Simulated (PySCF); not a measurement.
# C4H7NSi: electronic excitations and core binding energies

Wanted: the electronic excitations and core binding energies of C4H7NSi (`[SiH3]n1cccc1`), by calculation.

Computed with PySCF 2.14.0, with density-fitted response routines of our own, on a single molecule in the gas phase. Atoms count from 0, in the outputs and in this text.

**1. The molecule as given**

13 atoms, charge 0, multiplicity 1; geometry from: GFN2-xTB.

Bonds of the start (Å): Si0–N1 1.75, N1–C2 1.37, C2–C3 1.36, C3–C4 1.42, C4–C5 1.36, C5–N1 1.37, Si0–H6 1.46, Si0–H7 1.47, Si0–H8 1.46, C2–H9 1.07, C3–H10 1.07, C4–H11 1.07, C5–H12 1.07.

**2. Excited states and response: PBE0/def2-SVPD**

Job settings and geometry (Å):

```
{"job": {"kind": "uv", "xc": "PBE0", "basis": "def2-SVPD", "nstates": 8, "ntriplets": 3}, "charge": 0, "multiplicity": 1}
Si     2.076538     0.083485     0.046718
N      0.330870     0.017944     0.040511
C     -0.445675    -1.096654     0.222959
C     -1.757840    -0.766639     0.083506
C     -1.804332     0.618908    -0.204303
C     -0.518038     1.060770    -0.224511
H      2.431265     1.406192     0.555237
H      2.576821    -0.111242    -1.316855
H      2.512685    -0.993175     0.931514
H      0.008294    -2.042491     0.444774
H     -2.598904    -1.425693     0.175775
H     -2.687126     1.205008    -0.370088
H     -0.128947     2.044072    -0.402964
```

Level: TDDFT PBE0/def2-SVPD, vertical, gas phase, core orbitals frozen in the response.

Output:

```text
coarse grid: 11376 points
cycle   1  E = -500.1709654464  dE =  9.504e-01  |g| = 3.694e-01  |ddm| = 7.200e+00
cycle   2  E = -500.1443199056  dE =  2.665e-02  |g| = 4.873e-01  |ddm| = 1.843e+00
cycle   3  E = -500.2090126357  dE = -6.469e-02  |g| = 7.469e-02  |ddm| = 9.724e-01
cycle   4  E = -500.2099919553  dE = -9.793e-04  |g| = 4.401e-02  |ddm| = 2.205e-01
cycle   5  E = -500.2104512787  dE = -4.593e-04  |g| = 5.844e-03  |ddm| = 7.890e-02
cycle   6  E = -500.2104571155  dE = -5.837e-06  |g| = 2.796e-03  |ddm| = 1.633e-02
final grid: 105360 points
cycle   7  E = -500.2730847545  dE = -1.800e-05  |g| = 7.934e-03  |ddm| = 1.127e-01
cycle   8  E = -500.2730714954  dE =  1.326e-05  |g| = 1.119e-02  |ddm| = 2.659e-02
cycle   9  E = -500.2730996682  dE = -2.817e-05  |g| = 9.854e-04  |ddm| = 1.506e-02
cycle  10  E = -500.2730998860  dE = -2.179e-07  |g| = 3.265e-04  |ddm| = 2.187e-03
cycle  11  E = -500.2730999121  dE = -2.608e-08  |g| = 6.852e-05  |ddm| = 7.632e-04
cycle  12  E = -500.2730999132  dE = -1.098e-09  |g| = 2.357e-05  |ddm| = 1.736e-04
cycle  13  E = -500.2730999134  dE = -1.326e-10  |g| = 2.514e-06  |ddm| = 6.036e-05
converged SCF energy = -500.2730999134

Static polarisability (au): isotropic 76.899, principal 56.180 78.451 96.066

Singlet excitations
state   eV       nm        f      main configurations
  1   5.3386    232.2   0.00019   H->L 0.98
  2   6.0470    205.0   0.01905   H->L+1 0.69, H->L+2 0.24
  3   6.1111    202.9   0.00216   H->L+3 0.60, H-1->L 0.27
  4   6.1850    200.5   0.01257   H-1->L 0.57, H->L+2 0.21, H->L+3 0.09
  5   6.1981    200.0   0.02139   H->L+2 0.51, H-1->L 0.14, H->L+3 0.14
  6   6.6759    185.7   0.07629   H->L+4 0.60, H-1->L+1 0.15
  7   6.7352    184.1   0.10340   H-1->L+1 0.35, H->L+5 0.24, H->L+4 0.11
  8   6.7755    183.0   0.03549   H->L+5 0.68, H->L+4 0.16

Triplet excitations (Tamm-Dancoff, eV): 4.2341 5.3110 5.3327
```

Wall time 16 s (1 thread, shared host).

The orbitals next to the gap, with their largest atomic shares:

```tsv
orbital	eV	atoms
HOMO−3	-10.21	Si0 36 %, H8 23 %, H6 21 %
HOMO−2	-10.09	Si0 34 %, H7 27 %, H6 9 %
HOMO−1	-7.13	N1 27 %, C4 24 %, C3 24 %
HOMO	-6.26	C5 27 %, C2 27 %, C3 15 %
LUMO	0.15	Si0 43 %, H6 12 %, H8 12 %
LUMO+1	0.58	Si0 21 %, C5 15 %, C2 14 %
LUMO+2	0.72	Si0 50 %, H6 13 %, H8 12 %
```

With each of the 8 states as a Gaussian band of 0.4 eV half-width at 1/e, the curve within the window shown has maxima at 185 nm (ε 9,000) L/(mol cm). Beyond the last state computed it falls off for lack of states. The curve at chosen wavelengths:

(nm, ε (L/mol/cm)): (175, 4000), (178, 6185), (182, 8445), (185, 8957), (189, 8051), (192, 6734), (196, 4992), (199, 3968), (203, 2960), (206, 2361), (209, 1831), (213, 1219), (216, 846), (220, 480), (223, 296), (227, 147), (230, 84), (233, 48), (237, 23), (240, 14), (244, 8), (247, 5), (251, 3), (254, 2), (258, 1), (261, 1)

Further results of this job:

```tsv
property	computed
dipole moment (D)	1.45
polarisability (Å³)	11.40
HOMO–LUMO gap (eV)	6.41
−ε(HOMO) (eV)	6.26
```

**3. Core-electron binding energies: SCAN, X2C**

The job, as its differences from that of step 2:

```diff
@@ -1,2 +1,2 @@
-{"job": {"kind": "uv", "xc": "PBE0", "basis": "def2-SVPD", "nstates": 8, "ntriplets": 3}, "charge": 0, "multiplicity": 1}
+{"job": {"kind": "xps"}, "charge": 0, "multiplicity": 1}
 Si     2.076538     0.083485     0.046718
```

With the program's defaults for keys left out, this is: delta-SCF UKS SCAN, pcX-2 on the ionised atom, pcseg-1 elsewhere, spin-free X2C.

Output:

```text
ground state, core basis on atom 0 (Si), 165 functions
  cycle   1  E = -501.40453490  |g| = 4.69e-01
  cycle   2  E = -501.32757483  |g| = 6.92e-01
  cycle   3  E = -501.46243256  |g| = 1.19e-01
  cycle   4  E = -501.46506582  |g| = 7.39e-02
  cycle   5  E = -501.46645824  |g| = 1.10e-02
  cycle   6  E = -501.46647598  |g| = 6.13e-03
  cycle   7  E = -501.46648314  |g| = 7.94e-04
  cycle   8  E = -501.46648428  |g| = 3.35e-04
  E(ground) = -501.46666814 Eh
hole in Si 1s of atom 0
  cycle   1  E = -432.51895752  |g| = 4.35e+00
  cycle   2  E = -430.86090737  |g| = 2.63e+00
  cycle   3  E = -426.37301030  |g| = 2.60e+00
  cycle   4  E = -433.46892789  |g| = 4.14e-01
  cycle   5  E = -433.52554906  |g| = 2.98e-01
  cycle   6  E = -433.56836021  |g| = 9.23e-02
  cycle   7  E = -433.57194054  |g| = 2.04e-02
  cycle   8  E = -433.57211489  |g| = 9.68e-03
  cycle   9  E = -433.57213890  |g| = 6.36e-03
  cycle  10  E = -433.57216129  |g| = 6.78e-04
  cycle  11  E = -433.57216179  |g| = 3.04e-04
  E(ion) = -433.57992842 Eh   <S^2> = 0.7521   hole on atom = 1.000   binding energy = 1847.292 eV
hole in Si 2p of atom 0
  cycle   1  E = -497.17628502  |g| = 1.23e+00
  cycle   2  E = -495.59553679  |g| = 1.70e+00
  cycle   3  E = -497.13546441  |g| = 7.66e-01
  cycle   4  E = -497.46828618  |g| = 2.13e-01
  cycle   5  E = -497.47165652  |g| = 2.22e-01
  cycle   6  E = -497.49480203  |g| = 5.00e-02
  cycle   7  E = -497.49613632  |g| = 1.24e-02
  cycle   8  E = -497.49619564  |g| = 6.87e-03
  cycle   9  E = -497.49621939  |g| = 7.35e-04
  cycle  10  E = -497.49621854  |g| = 6.00e-04
  cycle  11  E = -497.49621976  |g| = 1.33e-04
  E(ion) = -497.50748869 Eh   <S^2> = 0.7517   hole on atom = 1.002   binding energy = 107.735 eV
  2p3/2 = 107.494 eV   2p1/2 = 108.118 eV
ground state, core basis on atom 1 (N), 154 functions
  cycle   1  E = -501.38465328  |g| = 7.52e-02
  cycle   2  E = -501.38467854  |g| = 1.93e-02
  cycle   3  E = -501.38460272  |g| = 2.56e-02
  cycle   4  E = -501.38478044  |g| = 8.77e-03
  cycle   5  E = -501.38479895  |g| = 1.64e-03
  cycle   6  E = -501.38479939  |g| = 1.78e-04
  E(ground) = -501.42480254 Eh
hole in N 1s of atom 1
  cycle   1  E = -485.76601191  |g| = 1.88e+00
  cycle   2  E = -484.58980106  |g| = 2.38e+00
  cycle   3  E = -486.25526036  |g| = 6.79e-01
  cycle   4  E = -486.32674275  |g| = 5.25e-01
  cycle   5  E = -486.48499157  |g| = 8.12e-02
  cycle   6  E = -486.48760443  |g| = 1.68e-02
  cycle   7  E = -486.48771616  |g| = 7.80e-03
  cycle   8  E = -486.48774842  |g| = 1.56e-03
  cycle   9  E = -486.48775086  |g| = 7.91e-04
  cycle  10  E = -486.48775021  |g| = 8.81e-04
  cycle  11  E = -486.48775064  |g| = 1.59e-04
  E(ion) = -486.52576187 Eh   <S^2> = 0.7667   hole on atom = 1.000   binding energy = 405.424 eV
ground state, core basis on atom 2 (C), 154 functions
  cycle   1  E = -501.37186646  |g| = 5.84e-02
  cycle   2  E = -501.37175999  |g| = 2.75e-02
  cycle   3  E = -501.37153778  |g| = 3.99e-02
  cycle   4  E = -501.37193732  |g| = 4.52e-03
  cycle   5  E = -501.37194300  |g| = 1.16e-03
  cycle   6  E = -501.37194117  |g| = 2.35e-04
  E(ground) = -501.41387560 Eh
hole in C 1s of atom 2
  cycle   1  E = -490.11351671  |g| = 1.52e+00
  cycle   2  E = -489.02800507  |g| = 2.08e+00
  cycle   3  E = -490.54937569  |g| = 5.37e-01
  cycle   4  E = -490.60958736  |g| = 3.94e-01
  cycle   5  E = -490.69645335  |g| = 7.51e-02
  cycle   6  E = -490.69858186  |g| = 2.29e-02
  cycle   7  E = -490.69885130  |g| = 1.05e-02
  cycle   8  E = -490.69892405  |g| = 6.58e-03
  cycle   9  E = -490.69896327  |g| = 4.22e-03
  cycle  10  E = -490.69901071  |g| = 2.62e-03
  cycle  11  E = -490.69904812  |g| = 1.74e-03
  cycle  12  E = -490.69906342  |g| = 1.38e-03
  cycle  13  E = -490.69906794  |g| = 5.09e-04
  cycle  14  E = -490.69906808  |g| = 1.52e-04
  E(ion) = -490.73942070 Eh   <S^2> = 0.7903   hole on atom = 1.000   binding energy = 290.467 eV
ground state, core basis on atom 3 (C), 154 functions
  cycle   1  E = -501.37133327  |g| = 6.21e-02
  cycle   2  E = -501.37085524  |g| = 5.13e-02
  cycle   3  E = -501.37118073  |g| = 3.67e-02
  cycle   4  E = -501.37150962  |g| = 1.10e-02
  cycle   5  E = -501.37153979  |g| = 1.05e-03
  cycle   6  E = -501.37154002  |g| = 4.77e-04
  E(ground) = -501.41350239 Eh
hole in C 1s of atom 3
  cycle   1  E = -490.14754756  |g| = 1.52e+00
  cycle   2  E = -489.25780049  |g| = 1.95e+00
  cycle   3  E = -490.56632152  |g| = 5.68e-01
  cycle   4  E = -490.62609211  |g| = 4.42e-01
  cycle   5  E = -490.72503654  |g| = 7.31e-02
  cycle   6  E = -490.72696144  |g| = 2.41e-02
  cycle   7  E = -490.72724220  |g| = 1.02e-02
  cycle   8  E = -490.72731132  |g| = 4.98e-03
  cycle   9  E = -490.72733336  |g| = 3.02e-03
  cycle  10  E = -490.72735246  |g| = 1.97e-03
  cycle  11  E = -490.72735903  |g| = 1.44e-03
  cycle  12  E = -490.72736028  |g| = 4.95e-04
  E(ion) = -490.76849593 Eh   <S^2> = 0.7807   hole on atom = 1.000   binding energy = 289.665 eV
```

Wall time 38 s (1 thread, shared host).

The holes in one table. −ε is the ground-state orbital energy:

```tsv
hole	stands for	environment	ΔSCF (eV; 2p as the shell's mean)	−ε (eV)	⟨S²⟩
Si1s on Si0	Si0	silicon bonded to N, 3 H	1847.29	1794.0	0.752
Si2p on Si0	Si0	silicon bonded to N, 3 H	107.70	96.8	0.752
N1s on N1	N1	pyrrole-type ring nitrogen	405.42	386.9	0.767
C1s on C2	C2, C5	aromatic CH next to a ring nitrogen	290.47	274.0	0.790
C1s on C3	C3, C4	aromatic CH	289.67	273.1	0.781
```

Each hole run stands for the others of its class of like atoms.

With the spin-orbit splitting: Si0 2p3/2 107.49, 2p1/2 108.12 eV. The table gives each 2p level as the mean over the whole 2p shell (two parts 2p3/2, one part 2p1/2), which differs a little from the single hole in the log.

**4. What came out**

| quantity | value |
| --- | --- |
| lowest singlet (PBE0/def2-SVPD) | 5.34 eV (232 nm), f = 0.000 |
| brightest single state of those computed | state 7, 6.74 eV, f = 0.103 |
| lowest triplet | 4.23 eV |
| C1s binding energies, SCAN/pcX-2 | C2 290.47, C3 289.67 eV |
| Si1s binding energies, SCAN/pcX-2 | Si0 1847.29 eV |
| Si2p binding energies, SCAN/pcX-2 | Si0 107.70 eV |
| N1s binding energies, SCAN/pcX-2 | N1 405.42 eV |

**Reading.** The lowest singlet, at 5.34 eV, is HOMO→LUMO 0.98 and is dark; of the 8 states computed, the strongest absorption comes from state 7 at 6.74 eV. The lowest triplet lies 1.10 eV below the lowest singlet (triplets in Tamm-Dancoff, singlets in full TDDFT). States above −ε(HOMO) lie where TDDFT describes them poorly and they hang on the basis; the brightest is among them. C2 (aromatic CH next to a ring nitrogen) binds its C1s electron 0.80 eV more tightly than C3 (aromatic CH).
